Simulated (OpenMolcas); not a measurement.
# CH2BFS (SMILES FB1CS1): levels of theory compared

Aim: a comparison of 6 runs (B3LYP/aug-cc-pVDZ, PBE/aug-cc-pVDZ, SVWN5/aug-cc-pVDZ, TPSS/aug-cc-pVDZ, MP2/aug-cc-pVDZ, CCSD(T)/aug-cc-pVDZ) of CH2BFS. 

The calculation is run with OpenMolcas 26.06.

**1. Starting point**

CH2BFS has 6 atoms, charge 0, and is taken as a singlet. SMILES: `FB1CS1`. Geometry: relaxed at GFN2-xTB.

Bond lengths: F1–B2 1.308 Å, B2–C3 1.532 Å, B2–S4 1.738 Å, C3–S4 1.878 Å, C3–H5 1.082 Å, C3–H6 1.082 Å. Angles: F1–B2–C3 147.7°, F1–B2–S4 142.5°, C3–B2–S4 69.8°, B2–C3–S4 60.3°, B2–S4–C3 50.0°, B2–C3–H5 122.7°, B2–C3–H6 122.7°, S4–C3–H5 112.7°, S4–C3–H6 112.7°, H5–C3–H6 112.3°.

**2. Energy and gradient at B3LYP/aug-cc-pVDZ (run 1)**

run.inp reads:

```
&GATEWAY
 BASLIB=$CurrDir
 COORD
 6
 angstrom
 F       -0.311210      -2.095970       0.296400
 B       -0.325700      -0.820760       0.006720
 C        0.383830       0.534770       0.088580
 S       -1.276980       0.403330      -0.778670
 H        1.184490       0.816770      -0.582770
 H        0.345570       1.161860       0.969730
 BASIS=aug-cc-pVDZ
 GROUP=NoSym

&SEWARD
 GRIDINPUT
 Grid=UltraFine
 End of Grid

&SCF
 KSDFT=B3LYP
 THRESHOLDS=1e-10 1e-07 1e-07 1e-05
 PRORBITALS=1

&ALASKA
```

The basis set aug-cc-pVDZ is read from a file made from the Basis Set Exchange's data (not shown).

Run with:

```sh
$ export MOLCAS_MEM=1860
$ pymolcas run.inp > run.log
```

The program printed:

```text
--- Start Module: gateway ---
[...]
--- Stop Module: gateway /rc=_RC_ALL_IS_WELL_ ---
[...]
      Basis functions          114
[...]
--- Start Module: scf ---
[...]
       Convergence after  16 Iterations
[...]
::    Total KS-DFT energy                            -562.2795139768
[...]
      Total spin, S                                     0.0000000000
[...]
      Total electronic charge=   38.000000
      Total            charge=   -0.000000
[...]
      Dipole Moment (debye):
      Origin of the operator (angstrom)=   -0.5813   -0.3625   -0.2334
                   X=  1.0053E+00               Y=  7.6067E-01               Z=  3.7516E-01           Total=  1.3153E+00
      Quadrupole Moment (debye*angstrom):
[...]
--- Stop Module: scf /rc=_RC_ALL_IS_WELL_ ---
[...]
--- Start Module: alaska ---
[...]
 *              Molecular gradients               *
 **************************************************
  Irreducible representation: a
 ------------------------------------------------------------------------------------------
                              X                       Y                       Z
 ------------------------------------------------------------------------------------------
  F1               -1.67221320019961E-03    1.74039052794512E-02   -4.78702198616743E-03
  B2               -5.99841334676166E-03   -1.35651413779128E-02   -1.70016833117792E-04
  C3               -8.32105122455751E-03    3.72524794937057E-03   -5.33299261098730E-03
  S4                2.30321752877565E-02   -5.70104304772379E-03    1.37084048783578E-02
  H5               -6.77079155217042E-03    4.24662141418492E-04    4.36899803882987E-03
  H6               -2.69705963980904E-04   -2.28763094469564E-03   -7.78737148692854E-03
 ------------------------------------------------------------------------------------------
[...]
```

Wall time 58 s (1 thread of Arm Neoverse V1, shared host); peak memory 0.69 GiB.

**3. Energy and gradient at PBE/aug-cc-pVDZ (run 2)**

job.input reads:

```
>>> EXPORT MOLCAS_PRINT=2
&gateway
baslib=$CurrDir
coord
6
angstrom
F       -0.311210      -2.095970       0.296400
B       -0.325700      -0.820760       0.006720
C        0.383830       0.534770       0.088580
S       -1.276980       0.403330      -0.778670
H        1.184490       0.816770      -0.582770
H        0.345570       1.161860       0.969730
basis=aug-cc-pVDZ
group=NoSym
&seward
gridinput
Grid=UltraFine
End of Grid
&scf
ksdft=PBE
thresholds=1e-10 1e-07 1e-07 1e-05
prorbitals=0
&alaska
```

The basis set aug-cc-pVDZ is read from a file made from the Basis Set Exchange's data (not shown).

Run with:

```sh
$ export MOLCAS_MEM=1860
$ pymolcas job.input > job.log
```

The program printed:

```text
--- Start Module: gateway ---
[...]
--- Stop Module: gateway /rc=_RC_ALL_IS_WELL_ ---
[...]
      Basis functions          114
[...]
--- Start Module: scf ---
[...]
       Convergence after  16 Iterations
[...]
::    Total KS-DFT energy                            -561.9049598506
[...]
      Total spin, S                                     0.0000000000
[...]
      Total electronic charge=   38.000000
      Total            charge=   -0.000000
[...]
      Dipole Moment (debye):
      Origin of the operator (angstrom)=   -0.5813   -0.3625   -0.2334
                   X=  9.4400E-01               Y=  7.1589E-01               Z=  3.5184E-01           Total=  1.2359E+00
      Quadrupole Moment (debye*angstrom):
[...]
--- Stop Module: scf /rc=_RC_ALL_IS_WELL_ ---
[...]
--- Start Module: alaska ---
[...]
 *              Molecular gradients               *
 **************************************************
  Irreducible representation: a
 ------------------------------------------------------------------------------------------
                              X                       Y                       Z
 ------------------------------------------------------------------------------------------
  F1               -1.43354326760359E-03    2.53523613715956E-02   -6.41385488626911E-03
  B2               -5.96676062372037E-03   -1.58581434133742E-02    3.44923205565006E-04
  C3               -5.52436317414262E-03    5.12897375821453E-03   -4.13161715349286E-03
  S4                2.35237195624478E-02   -7.77532440304185E-03    1.44349277053948E-02
  H5               -1.05934354103434E-02   -1.22723934839526E-03    7.74210692177363E-03
  H6               -5.61708671775740E-06   -5.62062796503515E-03   -1.19764857930198E-02
 ------------------------------------------------------------------------------------------
[...]
```

Run time: 57 s. Hardware: 1 thread of Arm Neoverse V1, shared host; peak memory 0.69 GiB.

Run 3 isn't shown in full; the table further down has it.

**4. Energy and gradient at TPSS/aug-cc-pVDZ (run 4)**

calc.input reads:

```
&GATEWAY
 BASLIB
 $CurrDir
 COORD
 6
 angstrom
 F       -0.311210      -2.095970       0.296400
 B       -0.325700      -0.820760       0.006720
 C        0.383830       0.534770       0.088580
 S       -1.276980       0.403330      -0.778670
 H        1.184490       0.816770      -0.582770
 H        0.345570       1.161860       0.969730
 BASIS
 aug-cc-pVDZ
 GROUP
 NoSym

&SEWARD
 GRIDINPUT
 Grid=UltraFine
 End of Grid

&SCF
 KSDFT
 2
 1.0 MGGA_X_TPSS
 1.0 MGGA_C_TPSS
 THRESHOLDS
 1e-10 1e-07 1e-07 1e-05
 PRORBITALS
 1

&ALASKA
```

The basis set aug-cc-pVDZ is read from a file made from the Basis Set Exchange's data (not shown).

Run with:

```sh
$ export MOLCAS_MEM=1860
$ pymolcas calc.input > calc.log
```

The program printed:

```text
--- Start Module: gateway ---
[...]
--- Stop Module: gateway /rc=_RC_ALL_IS_WELL_ ---
[...]
      Basis functions          114
[...]
--- Start Module: scf ---
[...]
       Convergence after  16 Iterations
[...]
::    Total KS-DFT energy                            -562.3070519558
[...]
      Total spin, S                                     0.0000000000
[...]
      Total electronic charge=   38.000000
      Total            charge=   -0.000000
[...]
      Dipole Moment (debye):
      Origin of the operator (angstrom)=   -0.5813   -0.3625   -0.2334
                   X=  1.0029E+00               Y=  6.9490E-01               Z=  3.8831E-01           Total=  1.2804E+00
      Quadrupole Moment (debye*angstrom):
[...]
--- Stop Module: scf /rc=_RC_ALL_IS_WELL_ ---
[...]
--- Start Module: alaska ---
[...]
 *              Molecular gradients               *
 **************************************************
  Irreducible representation: a
 ------------------------------------------------------------------------------------------
                              X                       Y                       Z
 ------------------------------------------------------------------------------------------
  F1               -1.51070292330990E-03    2.45674847629829E-02   -6.28225005268535E-03
  B2               -5.40431275359321E-03   -1.63375719220102E-02    7.56513927649749E-04
  C3               -9.18431003962183E-03    3.16338520851112E-03   -5.67347065956803E-03
  S4                2.39135161234358E-02   -7.05953662564163E-03    1.44864921881069E-02
  H5               -7.97634449032980E-03   -4.74185461804000E-04    5.94947204560370E-03
  H6                1.62154083408361E-04   -3.85957596206510E-03   -9.23675744907038E-03
 ------------------------------------------------------------------------------------------
[...]
```

Wall time 82 s (1 thread of Arm Neoverse V1, shared host); peak memory 0.69 GiB.

Run 5 isn't shown in full; the table further down has it.

**5. The energy at CCSD(T)/aug-cc-pVDZ (Cholesky decomposition) (run 6)**

input.xyz reads:

```xyz
6

F     -0.311210    -2.095970     0.296400
B     -0.325700    -0.820760     0.006720
C      0.383830     0.534770     0.088580
S     -1.276980     0.403330    -0.778670
H      1.184490     0.816770    -0.582770
H      0.345570     1.161860     0.969730
```

mol.inp reads:

```
* CH2BFS CCSD(T)

&GATEWAY
  BasLib=$CurrDir
  Coord=input.xyz
  Basis=aug-cc-pVDZ
  Group=NoSym

&SEWARD
  High

&SCF
  Thresholds=1e-10 1e-07 1e-07 1e-05
  PrOrbitals=1 2

&CHCC
  Frozen=8
  Threshold=1e-08
  MaxIterations=80

&CHT3
  Frozen=8
```

The basis set aug-cc-pVDZ is read from a file made from the Basis Set Exchange's data (not shown).

Run with:

```sh
$ export MOLCAS_MEM=1860
$ pymolcas mol.inp > mol.log
```

The program printed:

```text
--- Start Module: gateway ---
[...]
--- Stop Module: gateway /rc=_RC_ALL_IS_WELL_ ---
[...]
      Basis functions          114
[...]
       Convergence after  15 Iterations
[...]
::    Total SCF energy                               -560.7498711182
[...]
      Total spin, S                                     0.0000000000
[...]
      Total electronic charge=   38.000000
      Total            charge=   -0.000000
[...]
      Dipole Moment (debye):
      Origin of the operator (angstrom)=   -0.5813   -0.3625   -0.2334
                   X=  1.2889E+00               Y=  8.0202E-01               Z=  5.1950E-01           Total=  1.6045E+00
      Quadrupole Moment (debye*angstrom):
[...]
--- Start Module: chcc ---
[...]
--- Stop Module: chcc /rc=_RC_ALL_IS_WELL_ ---
[...]
--- Start Module: cht3 ---
[...]
--- Stop Module: cht3 /rc=_RC_ALL_IS_WELL_ ---
[...]
```

Run time: 8.5 min. Hardware: 1 thread of Arm Neoverse V1, shared host; peak memory 0.23 GiB.

**6. Overview of the runs**

```csv
run,level,task,integration grid,energy (Eh),dipole moment (D) of the reference,HOMO energy (eV),LUMO energy (eV),wall time
1,B3LYP/aug-cc-pVDZ,gradient,UltraFine,-562.279514,1.32,-7.47,-0.81,58 s
2,PBE/aug-cc-pVDZ,gradient,UltraFine,-561.904960,1.24,-6.53,-1.56,57 s
3,SVWN5/aug-cc-pVDZ,gradient,UltraFine,-559.619201,1.26,-6.64,-1.79,46 s
4,TPSS/aug-cc-pVDZ,gradient,UltraFine,-562.307052,1.28,-6.61,-1.39,82 s
5,MP2/aug-cc-pVDZ,energy,–,-561.311349,1.60,-10.39,0.90,16 s
6,CCSD(T)/aug-cc-pVDZ (Cholesky decomposition),energy,–,-561.358896,1.60,-10.39,0.90,8.5 min
```

**7. Summary of results**

| quantity | value |
| --- | --- |
| run 6: total energy | -561.35890 Eh |
| run 6: dipole moment (mean-field density) | 1.60 D |
| run 6: HOMO energy (Hartree–Fock orbitals) | -10.39 eV |
| run 6: LUMO energy (Hartree–Fock orbitals) | 0.90 eV |
| run 6: HOMO–LUMO gap (Hartree–Fock orbitals) | 11.29 eV |
| run 6: correlation energy (8 core orbitals frozen) | -609.0 mEh |
| run 6: (T) correction | -21.18 mEh |

Over runs 1, 2, 3, 4 the dipole moment (its size) runs from 1.24 D (PBE/aug-cc-pVDZ) to 1.32 D (B3LYP/aug-cc-pVDZ). Over runs 1, 2, 3, 4 the HOMO–LUMO gap runs from 4.85 eV (SVWN5/aug-cc-pVDZ) to 6.66 eV (B3LYP/aug-cc-pVDZ). Totals of different functionals can't be ranked against each other. All runs together took 13 min, the longest 8.5 min.
